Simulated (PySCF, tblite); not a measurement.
# C₅H₆BBrCl₂: geometry, infrared bands and NMR shifts

What infrared bands and NMR shifts should C₅H₆BBrCl₂ (`CC#C[C@H](Br)CB(Cl)Cl`) show?

Computed with tblite 0.8.0 and PySCF 2.14.0, with density-fitted response routines of our own, on a single molecule in the gas phase. Atoms count from 0, in the outputs and in this text.

### 1 Starting geometry

15 atoms, charge 0, multiplicity 1; geometry from: force field or distance geometry start.

Bonds of the start (Å): C0–C1 1.46, C1–C2 1.21, C2–C3 1.47, C3–Br4 1.92, C3–C5 1.54, C5–B6 1.60, B6–Cl7 1.84, B6–Cl8 1.85, C0–H9 1.11, C0–H10 1.11, C0–H11 1.12, C3–H12 1.12, C5–H13 1.12, C5–H14 1.10.

### 2 Optimising the geometry with GFN2-xTB

What the job is given:

```
{"job": {"kind": "relax", "xc": "GFN2-xTB", "basis": "xTB"}, "charge": 0, "multiplicity": 1}
C     -2.836000    -1.049800    -0.121200
C     -1.635300    -0.234100    -0.238000
C     -0.619200     0.422300    -0.313200
C      0.595600     1.240000    -0.428900
Br     0.574900     2.161100    -2.112900
C      1.848500     0.355800    -0.330500
B      2.040900    -0.297700     1.114700
Cl     2.024300    -2.129900     1.314200
Cl     2.310900     0.762800     2.600900
H     -3.261500    -1.232800    -1.129000
H     -2.604600    -2.017700     0.360700
H     -3.599200    -0.509900     0.493900
H      0.593000     1.999200     0.395300
H      2.754800     0.977500    -0.535500
H      1.808600    -0.438700    -1.092600
```

On the command line:

```sh
$ OMP_NUM_THREADS=1 python probes_run.py task.json out
```

One launch serves the whole session: the jobs run in the order shown.

What it wrote:

```text
step      E/eV     max force
  0    -766.59264    1.991
  1    -766.76955    2.065
  2    -766.77075    4.507
  3    -766.97504    0.359
  4    -766.98360    0.323
  5    -766.99177    0.186
  6    -766.99404    0.165
  7    -766.99636    0.095
  8    -766.99725    0.081
  9    -766.99795    0.056
 10    -766.99836    0.056
 11    -766.99882    0.057
 12    -766.99924    0.053
 13    -766.99957    0.043
 14    -766.99981    0.045
 15    -767.00006    0.058
 16    -767.00039    0.069
 17    -767.00074    0.062
 18    -767.00107    0.044
 19    -767.00136    0.050
 20    -767.00165    0.041
 21    -767.00189    0.044
 22    -767.00205    0.031
 23    -767.00218    0.034
 24    -767.00229    0.036
 25    -767.00241    0.027
 26    -767.00249    0.022
 27    -767.00254    0.024
 28    -767.00259    0.023
 29    -767.00267    0.025
 30    -767.00276    0.028
 31    -767.00284    0.022
 32    -767.00288    0.018
 33    -767.00292    0.017
 34    -767.00297    0.017
 35    -767.00302    0.019
 36    -767.00307    0.022
 37    -767.00313    0.022
 38    -767.00321    0.025
 39    -767.00335    0.033
 40    -767.00355    0.036
 41    -767.00377    0.034
 42    -767.00400    0.036
 43    -767.00424    0.038
 44    -767.00455    0.051
 45    -767.00497    0.052
 46    -767.00540    0.052
 47    -767.00569    0.047
 48    -767.00585    0.034
 49    -767.00598    0.034
 50    -767.00612    0.034
 51    -767.00624    0.037
 52    -767.00635    0.030
 53    -767.00645    0.022
 54    -767.00652    0.027
 55    -767.00666    0.036
 56    -767.00676    0.029
 57    -767.00684    0.020
 58    -767.00691    0.022
 59    -767.00700    0.026
 60    -767.00715    0.038
 61    -767.00736    0.045
 62    -767.00755    0.036
 63    -767.00768    0.029
 64    -767.00778    0.031
 65    -767.00793    0.039
 66    -767.00813    0.042
 67    -767.00820    0.056
 68    -767.00841    0.035
 69    -767.00850    0.022
 70    -767.00857    0.018
 71    -767.00866    0.024
 72    -767.00878    0.024
 73    -767.00890    0.029
 74    -767.00898    0.023
 75    -767.00906    0.023
 76    -767.00915    0.026
 77    -767.00926    0.026
 78    -767.00938    0.033
 79    -767.00949    0.034
 80    -767.00959    0.028
 81    -767.00969    0.027
 82    -767.00983    0.032
 83    -767.00994    0.038
 84    -767.01008    0.034
 85    -767.01020    0.030
 86    -767.01037    0.031
 87    -767.01060    0.051
 88    -767.01098    0.064
 89    -767.00860    0.255
 90    -767.01151    0.066
 91    -767.01179    0.047
 92    -767.01164    0.124
 93    -767.01229    0.022
 94    -767.01240    0.020
 95    -767.01254    0.034
 96    -767.01263    0.030
 97    -767.01300    0.023
 98    -767.01311    0.027
 99    -767.01336    0.034
100    -767.01351    0.030
101    -767.01369    0.028
102    -767.01383    0.025
103    -767.01395    0.028
104    -767.01410    0.046
105    -767.01427    0.049
106    -767.01462    0.134
107    -767.01511    0.067
108    -767.01571    0.149
109    -767.01635    0.082
110    -767.01656    0.052
111    -767.01683    0.089
112    -767.01710    0.078
113    -767.01754    0.035
114    -767.01789    0.040
115    -767.01858    0.071
116    -767.01921    0.077
117    -767.01968    0.111
118    -767.02041    0.064
119    -767.02091    0.035
120    -767.02123    0.039
121    -767.02130    0.025
122    -767.02132    0.011
123    -767.02134    0.009
```

Run time: 2 s. Hardware: 1 thread of Arm Neoverse N1, shared host; peak memory 0.18 GiB.

The steps of the relaxation: (not every step is listed)

| step | energy from step 0 (eV) | largest force (eV/Å) |
| --- | --- | --- |
| 0 | 0.0000 | 1.9909 |
| 1 | -0.1769 | 2.0646 |
| 2 | -0.1781 | 4.5066 |
| 3 | -0.3824 | 0.3591 |
| 4 | -0.3910 | 0.3227 |
| 5 | -0.3991 | 0.1863 |
| 6 | -0.4014 | 0.1654 |
| 7 | -0.4037 | 0.0946 |
| 8 | -0.4046 | 0.0813 |
| 19 | -0.4087 | 0.0505 |
| 30 | -0.4101 | 0.0284 |
| 41 | -0.4111 | 0.0341 |
| 52 | -0.4137 | 0.0302 |
| 63 | -0.4150 | 0.0289 |
| 74 | -0.4163 | 0.0229 |
| 85 | -0.4176 | 0.0298 |
| 96 | -0.4200 | 0.0304 |
| 107 | -0.4225 | 0.0674 |
| 118 | -0.4278 | 0.0640 |
| 119 | -0.4283 | 0.0350 |
| 120 | -0.4286 | 0.0390 |
| 121 | -0.4287 | 0.0245 |
| 122 | -0.4287 | 0.0109 |
| 123 | -0.4287 | 0.0091 |

Close pairs (by a distance rule), those that changed most:

| bond | before (Å) | after (Å) | change (Å) |
| --- | --- | --- | --- |
| B6–Cl8 | 1.846 | 1.717 | -0.129 |
| B6–Cl7 | 1.843 | 1.716 | -0.127 |
| C3–Br4 | 1.920 | 2.006 | +0.087 |
| C2–C3 | 1.469 | 1.438 | -0.031 |
| C0–H11 | 1.119 | 1.089 | -0.030 |
| C3–H12 | 1.121 | 1.092 | -0.028 |
| C5–H13 | 1.118 | 1.096 | -0.022 |
| C0–H9 | 1.109 | 1.090 | -0.020 |

The next job starts from the end point, and lists it.

### 3 Vibrational analysis with GFN2-xTB

What the job is given:

```
{"job": {"kind": "ir", "xc": "GFN2-xTB", "basis": "xTB"}, "charge": 0, "multiplicity": 1}
C     -2.874691    -0.927055    -0.066963
C     -1.644248    -0.184268    -0.191365
C     -0.616444     0.431423    -0.255094
C      0.607585     1.169260    -0.415912
Br     0.591767     2.062579    -2.212224
C      1.845467     0.279228    -0.318149
B      2.069189    -0.376967     1.117706
Cl     3.188235    -1.665009     1.297366
Cl     1.234695     0.193008     2.505407
H     -3.328454    -1.054418    -1.049321
H     -2.674053    -1.908692     0.360965
H     -3.569937    -0.391132     0.578034
H      0.654729     2.001140     0.290583
H      2.727433     0.876576    -0.576430
H      1.784313    -0.497684    -1.086516
```

What it wrote:

```text
mode    cm-1     km/mol
  1     -18.7      0.01
  2      15.3      0.17
  3      39.9      1.03
  4      76.6      3.47
  5      98.0      2.83
  6     135.8      1.67
  7     153.8      1.49
  8     236.2      1.91
  9     255.2      5.13
 10     282.6      2.07
 11     292.1      0.07
 12     347.2      1.69
 13     371.7      6.50
 14     467.3      3.28
 15     527.0      0.76
 16     628.7      7.76
 17     721.8      4.17
 18     778.5     91.22
 19     844.7     51.78
 20     980.1     92.45
 21    1019.4     15.81
 22    1022.4      9.25
 23    1044.6     53.88
 24    1109.7     18.77
 25    1163.2     19.68
 26    1194.2     17.98
 27    1271.1     97.31
 28    1299.7     12.63
 29    1387.7      6.13
 30    1440.4     15.49
 31    1446.3      5.72
 32    1447.1      7.13
 33    2398.9     74.10
 34    2932.2      1.38
 35    2943.6     11.29
 36    2967.6      2.89
 37    3008.5     14.45
 38    3010.1     13.10
 39    3015.7     14.59
```

Wall time 1.2 s (1 thread of Arm Neoverse N1, shared host); peak memory 0.18 GiB.

Which atoms move in the most intense modes:

| cm⁻¹ | km/mol | atoms |
| --- | --- | --- |
| 778 | 91.2 | B6 69 %, C3 13 % |
| 845 | 51.8 | C3 19 %, H13 18 %, C5 18 %, H14 14 % |
| 980 | 92.5 | B6 59 %, C5 24 % |
| 1045 | 53.9 | C5 30 %, C3 22 %, H13 18 % |
| 1110 | 18.8 | H14 36 %, H13 21 %, H12 19 %, C3 16 % |
| 1163 | 19.7 | H12 80 % |
| 1271 | 97.3 | H14 31 %, H13 30 %, C5 18 % |
| 2399 | 74.1 | C1 50 %, C2 48 % |

### 4 Shielding tensors: PBE0/pcSseg-1

Same as in step 3 but for these lines:

```diff
@@ -1,2 +1,2 @@
-{"job": {"kind": "ir", "xc": "GFN2-xTB", "basis": "xTB"}, "charge": 0, "multiplicity": 1}
+{"job": {"kind": "nmr", "xc": "PBE0", "basis": "pcSseg-1"}, "charge": 0, "multiplicity": 1}
 C     -2.874691    -0.927055    -0.066963
```

Level: GIAO PBE0/pcSseg-1 NMR shielding, non-relativistic, gas phase.

What it wrote:

```text
coarse grid: 65880 points
cycle   1  E = -3712.3084613010  dE = -1.859e-02  |g| = 7.931e-01  |ddm| = 4.187e+00
cycle   2  E = -3712.3078105924  dE =  6.507e-04  |g| = 5.573e-01  |ddm| = 1.067e+00
cycle   3  E = -3712.3551364217  dE = -4.733e-02  |g| = 2.199e-01  |ddm| = 6.770e-01
cycle   4  E = -3712.3644955513  dE = -9.359e-03  |g| = 1.127e-01  |ddm| = 2.706e-01
cycle   5  E = -3712.3674417991  dE = -2.946e-03  |g| = 1.862e-02  |ddm| = 9.939e-02
cycle   6  E = -3712.3675166425  dE = -7.484e-05  |g| = 4.963e-03  |ddm| = 1.998e-02
cycle   7  E = -3712.3675230410  dE = -6.398e-06  |g| = 1.070e-03  |ddm| = 7.406e-03
final grid: 136048 points
cycle   8  E = -3712.3675737499  dE =  1.667e-07  |g| = 1.456e-03  |ddm| = 5.025e-03
cycle   9  E = -3712.3675732378  dE =  5.122e-07  |g| = 2.081e-03  |ddm| = 4.272e-03
cycle  10  E = -3712.3675742817  dE = -1.044e-06  |g| = 1.704e-04  |ddm| = 2.412e-03
cycle  11  E = -3712.3675742879  dE = -6.203e-09  |g| = 5.851e-05  |ddm| = 1.868e-04
cycle  12  E = -3712.3675742887  dE = -7.840e-10  |g| = 1.379e-05  |ddm| = 5.494e-05
converged SCF energy = -3712.3675742887

GIAO shielding tensors (ppm)
atom      isotropic    diamagn.    paramagn.     s11        s22        s33       span
  0 C      181.949     254.173     -72.224    174.026    175.230    196.592     22.566
  1 C       90.738     267.456    -176.718     18.873     23.111    230.229    211.357
  2 C      100.180     262.951    -162.771      2.503     16.842    281.196    278.693
  3 C      135.557     241.282    -105.725    103.339    132.351    170.982     67.644
  4 Br    1847.948    3122.333   -1274.385   1041.142   1513.714   2988.989   1947.847
  5 C      138.913     251.436    -112.523    113.132    129.866    173.741     60.609
  6 B       39.015     188.441    -149.426     -1.802     31.007     87.839     89.640
  7 Cl     665.298    1146.127    -480.830    370.229    735.314    890.349    520.121
  8 Cl     662.134    1148.116    -485.982    358.022    691.639    936.740    578.718
  9 H       29.627      27.918       1.708     24.259     27.966     36.656     12.397
 10 H       29.720      30.713      -0.993     24.214     28.579     36.365     12.152
 11 H       29.641      28.191       1.451     24.307     27.734     36.883     12.576
 12 H       26.739      28.644      -1.905     21.070     26.689     32.458     11.389
 13 H       29.496      28.794       0.702     23.854     30.999     33.635      9.781
 14 H       29.076      30.296      -1.220     24.759     29.691     32.779      8.019
```

It took 92 s on 1 thread of Arm Neoverse N1, shared host; peak memory 1.1 GiB.

Shifts follow as δ = σ(reference) − σ, with reference shieldings (ppm) from runs at the same level and on the same kind of geometry: ¹H TMS 31.72, ¹³C TMS 186.9, ¹¹B BF3·OEt2 100.1, ³⁵Cl HCl 950, ⁷⁹Br HBr 2622. The references are single molecules in the gas phase. Atoms listed in one row are averaged.

| atoms | environment | σ (ppm) | δ (ppm) | δ scaled to CDCl3 |
| --- | --- | --- | --- | --- |
| C1 | alkyne carbon | 90.7 | 96.2 | 92.0 |
| C2 | alkyne carbon | 100.2 | 86.7 | 82.7 |
| C3 | propargylic sp3 CH bonded to Br | 135.6 | 51.4 | 33.4 |
| C5 | sp3 CH2 bonded to B | 138.9 | 48.0 | 44.9 |
| C0 | propargylic methyl carbon | 181.9 | 5.0 | 2.9 |
| H12 | hydrogen on a propargylic sp3 CH bonded to Br | 26.74 | 4.98 | 4.80 |
| H14 | hydrogen on an sp3 CH2 bonded to B | 29.08 | 2.64 | 2.59 |
| H13 | hydrogen on an sp3 CH2 bonded to B | 29.50 | 2.22 | 2.20 |
| H9, H10, H11 | hydrogen on a propargylic methyl carbon | 29.66 | 2.05 | 2.04 |
| Br4 | bromine bonded to C | 1848 | 774 | – |
| B6 | boron bonded to C, 2 Cl | 39.0 | 61.1 | – |
| Cl7, Cl8 | chlorine bonded to B | 664 | 286 | – |

The scaled column applies a straight-line fit of computed shieldings to shifts measured in CDCl3, with any fitted terms for Cl, Br or S neighbours (root-mean-square error 0.16 ppm for H, 1.9 ppm for C).

The run also stored atomic charges by several schemes (e):

| atoms | Mulliken | IAO | Hirshfeld | ESP fit |
| --- | --- | --- | --- | --- |
| C0 | -0.18 | -0.44 | -0.09 | -0.57 |
| C1 | -0.29 | -0.02 | -0.03 | 0.19 |
| C2 | 0.15 | -0.09 | -0.08 | -0.18 |
| C3 | -0.34 | -0.12 | 0.01 | -0.35 |
| Br4 | -0.12 | -0.09 | -0.06 | -0.09 |
| C5 | -0.34 | -0.41 | -0.15 | 0.02 |
| B6 | 0.47 | 0.15 | 0.18 | 0.24 |
| Cl7, Cl8 | -0.16 | -0.03 | -0.04 | -0.11 |

Mayer bond orders: C0–C1 1.23, C1–C2 2.57, C2–C3 0.94, C3–Br4 1.05, C3–C5 0.99, C5–B6 0.99, B6–Cl7 1.18, B6–Cl8 1.20.

### 5 Outcome

```
                                                                quantity                            value
                               strongest single infrared mode (GFN2-xTB)             1271 cm⁻¹, 97 km/mol
                                            zero-point energy (GFN2-xTB)                    60.6 kcal/mol
                                  ¹³C shifts against TMS (PBE0/pcSseg-1)  96.2, 86.7, 51.4, 48.0, 5.0 ppm
  ¹H shifts against TMS (PBE0/pcSseg-1, means over atoms taken as alike)       4.98, 2.64, 2.22, 2.05 ppm
                                 ⁷⁹Br shifts against HBr (PBE0/pcSseg-1)                          774 ppm
                             ¹¹B shifts against BF3·OEt2 (PBE0/pcSseg-1)                         61.1 ppm
³⁵Cl shifts against HCl (PBE0/pcSseg-1, means over atoms taken as alike)                          286 ppm
```

In words: Over 123 steps the energy fell by 0.429 eV; of the close pairs, B6–Cl8 changed most, 1.846 to 1.717 Å. The lowest mode is slightly imaginary (19i cm⁻¹), a soft motion within the noise of the Hessian, so the minimum is not strictly shown. The strongest single mode, at 1271 cm⁻¹, is carried by H14, H13, C5. GFN2-xTB is a fitted tight-binding method: band positions and strengths are rough. Its intensities can rank the bands wrongly. C3 stands next to heavy halogen, whose spin-orbit shielding this run leaves out, so the computed shift lies too far downfield, most of all for carbon beside Br or I. H12 (hydrogen on a propargylic sp3 CH bonded to Br) lies farthest downfield among hydrogen, at 4.98 ppm; its carbon carries Br, which withdraws density. At PBE0/pcSseg-1: Shielding is most anisotropic at Br4 (span 1948 ppm, paramagnetic term -1274 ppm). Spin-orbit coupling is left out, which matters for shieldings and couplings at and beside the heavy atoms.
